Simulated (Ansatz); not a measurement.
**SiGeHO+ (triplet): from Hartree-Fock to the top rungs, cc-pVDZ**

An exercise on one series of results from a longer session: the logs are not shown, and one member is left open.

Computed with Ansatz 0.2.0, Gaussian basis. Level: cc-pVDZ, core rule «outside noble gas», up to 20 orbitals frozen.

The runs, in order: UHF; CCSD(T) on ROHF; CCSD(T) on UHF; BCCD(T) on ROHF; CISD as a restricted active space (open shells left free, so some higher excitations enter); CCSDT(Q) on ROHF; CCSDT(Q) on UHF.

20 further runs of the same task are left out: 8 that didn't finish, 12 set aside as unsound or not needed. Runs told in other sessions of the task aren't counted.

**What is computed**

The geometry is a PBE0/def2-TZVP stationary point (not a proven minimum) of the parent state, kept for this charge and spin. No spin-orbit coupling is included. The filled d shell of Ge may be among the frozen orbitals whatever the setting's name suggests.

4 atoms, charge 1, spin multiplicity 3.

Atoms are counted from 1 here; the program's logs count them from 0.

Bond lengths: O1–Ge2 2.096 Å, O1–Si3 1.804 Å, O1–H4 0.961 Å, Ge2–Si3 2.348 Å. Angles: Ge2–O1–Si3 73.6°, Ge2–O1–H4 126.9°, Si3–O1–H4 121.7°, O1–Ge2–Si3 47.5°, O1–Si3–Ge2 58.9°.

Set-up of the first run:

The input, in.yaml:

```yaml
crystal:
  periodic: [false, false, false]
  atoms:
    - {symbol: O, position_ang: [0.093715, -1.138331, 0.921655]}
    - {symbol: Ge, position_ang: [-0.008184, 0.055836, -0.797363]}
    - {symbol: Si, position_ang: [-0.012828, 0.568824, 1.494196]}
    - {symbol: H, position_ang: [-0.540319, -1.804678, 1.199745]}
basis:
  gaussian: {orbitals: cc-pVDZ}
total_charge: 1
magnetization: {spin_polarized: true, initial_magnetization: 2}
hamiltonian: {xc: hf}
output: {orbitals: {seedname: orbitals}}
```

Launch:

```bash
ansatz run in.yaml --threads 1 --pin off --events-out ev --progress --plain --max-ram 2393MiB
```

Among the steps run: UHF; CCSD(T) on ROHF; CCSD(T) on UHF; BCCD(T) on ROHF; CISD as a restricted active space (open shells left free, so some higher excitations enter); CCSDT(Q) on ROHF; CCSDT(Q) on UHF.

One table of the session follows, with a row left open; its other results are not shown here.

It belongs to the step «Misses and costs». 

```
   method  from UCCSDT(Q) (kcal/mol)
     ROHF                    +227.98
      UHF                    +223.04
     RMP2                     +27.55
     UMP2                     +29.28
    RCCSD                      +9.92
    UCCSD                      +9.72
 RCCSD(T)                      +1.96
 UCCSD(T)                      +1.93
  BCCD(T)                          ?
   RCCSDT                      +0.93
   UCCSDT                      +0.84
RCCSDT(Q)                      +0.19
UCCSDT(Q)                          0
```

Estimate the missing values for BCCD(T).

**Answer.** from UCCSDT(Q) (kcal/mol): +1.86. In the column «from UCCSDT(Q) (kcal/mol)» it lies between RCCSDT (+0.93) and UCCSD(T) (+1.93).

Not comparable, so not listed: CISD as a restricted active space (open shells left free, so some higher excitations enter) (they don't share determinant, frozen orbitals or solution with the rows shown, or repeat one).

Caveats from the session: Restricted and unrestricted rows rest on different reference determinants; a gap between their highest levels can come from leftover correlation error, from unlike frozen cores or from another state.
